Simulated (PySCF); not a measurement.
**CH4BrFGe: electronic excitations and core binding energies**

What electronic excitations and core binding energies should CH4BrFGe (`F[CH2][GeH2][Br]`) show?

Programs: PySCF 2.14.0, with density-fitted response routines of our own. Each step states its level of theory. These are calculated values for one molecule in the gas phase, unless marked as measured. Atoms are numbered from 0 throughout.

## Step 1: Starting geometry

8 atoms, charge 0, multiplicity 1; geometry from: GFN2-xTB.

Bonds of the start (Å): F0–C1 1.37, C1–Ge2 2.00, Ge2–Br3 2.27, C1–H4 1.10, C1–H5 1.10, Ge2–H6 1.51, Ge2–H7 1.51.

## Step 2: Ultraviolet spectrum: CAM-B3LYP/def2-SVPD

Job settings and geometry (Å):

```
{"job": {"kind": "uv", "xc": "CAM-B3LYP", "basis": "def2-SVPD", "nstates": 8, "ntriplets": 3}, "charge": 0, "multiplicity": 1}
F     -1.787102    -0.617078     0.759240
C     -1.024575     0.281327     0.053664
Ge     0.864731    -0.359521     0.023834
Br     2.016346     1.199975    -1.163892
H     -1.452448     0.352403    -0.951975
H     -1.123148     1.252572     0.550242
H      1.028797    -1.677096    -0.692859
H      1.486456    -0.423168     1.397181
```

With the program's defaults for keys left out, this is: TDDFT CAM-B3LYP/def2-SVPD, vertical, gas phase, core orbitals frozen in the response.

Started as:

```
OMP_NUM_THREADS=1 python probes_run.py task.json out
```

The driver reads the jobs from task.json and runs them one after another.

**Question.** This job is followed by: delta-SCF UKS SCAN, pcX-2 on the ionised atom, pcseg-1 elsewhere, spin-free X2C. Predict these results of the whole session: lowest singlet (CAM-B3LYP/def2-SVPD); brightest single state of those computed; lowest triplet; F1s binding energies, SCAN/pcX-2; C1s binding energies, SCAN/pcX-2.

As calculated:

```
                                quantity                        value
    lowest singlet (CAM-B3LYP/def2-SVPD)  6.41 eV (193 nm), f = 0.014
brightest single state of those computed  state 7, 8.07 eV, f = 0.049
                          lowest triplet                      5.99 eV
        F1s binding energies, SCAN/pcX-2                 F0 692.69 eV
        C1s binding energies, SCAN/pcX-2                 C1 292.94 eV
```

In words: The lowest singlet, at 6.41 eV, is HOMO→LUMO 0.94 and is weak; of the 8 states computed, the strongest absorption comes from state 7 at 8.07 eV. The lowest triplet lies 0.41 eV below the lowest singlet (triplets in Tamm-Dancoff, singlets in full TDDFT).
